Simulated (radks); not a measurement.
**Ionisation of Sr⁺: one atom, several choices of functional**

An exercise on one series of results from a longer session: the logs are not shown, and one member is left open.

Program: radks (a radial shooting solver on a logarithmic mesh, Libxc functionals) version 1. Level of theory: scalar-relativistic Kohn-Sham, spin-polarised, spherical densities, finite nucleus; open shells are filled with parallel spins first. These are calculated values, not measurements, unless marked.

## Starting point

- element: strontium (Z = 38)
- charge: +1
- electrons: 37
- configuration: [Kr] 5s1
- ion: Sr²⁺, [Kr]
- choices: B86b exchange with PBE correlation; SOGGA; exchange-only B88; r2SCAN; XLYP; exchange-only r2SCAN; PBE; PW91; PBEsol

Outer shells as boxes (Hund's rule):

Sr⁺
```
[Kr] core
5s [↑ ]
```

Sr²⁺
```
[Ar] core
3d [↑↓][↑↓][↑↓][↑↓][↑↓]
4s [↑↓]
4p [↑↓][↑↓][↑↓]
```

The first run:

Input:

```text
Z 38
configuration [Kr] 5s1
relativity scalar-relativistic
functional b86_mgc,pbe
spin polarised
nucleus finite rms 4.224 fm
c 137.035999084
```

Steps of the session up to this table: B86b exchange with PBE correlation: Sr⁺; B86b exchange with PBE correlation: Sr²⁺; SOGGA: Sr⁺; SOGGA: Sr²⁺; exchange-only B88: Sr⁺; exchange-only B88: Sr²⁺; r2SCAN: Sr⁺; r2SCAN: Sr²⁺; XLYP: Sr⁺; XLYP: Sr²⁺; exchange-only r2SCAN: Sr⁺; exchange-only r2SCAN: Sr²⁺; PBE: Sr⁺; PBE: Sr²⁺; PW91: Sr⁺; PW91: Sr²⁺; PBEsol: Sr⁺; PBEsol: Sr²⁺.

One table of the session follows, with a row left open; its other results are not shown here.

```
                        functional  Δ-SCF (eV)  −ε(HOMO) (eV)  <r> HOMO (bohr)
B86b exchange with PBE correlation      11.205          8.704            3.868
                             SOGGA      11.047          8.616            3.873
                 exchange-only B88      10.825          8.354            3.929
                            r2SCAN      10.870          8.762            3.914
                              XLYP      11.303          8.626            3.850
              exchange-only r2SCAN      10.327          8.329            4.056
                               PBE      11.193          8.677            3.874
                              PW91      11.236          8.736            3.864
                            PBEsol           ?              ?                ?
```

**Question.** Estimate the row for PBEsol.

As computed: Δ-SCF (eV): 11.125; −ε(HOMO) (eV): 8.717; <r> HOMO (bohr): 3.854. In the column «Δ-SCF (eV)» it lies between SOGGA (11.047) and PBE (11.193).
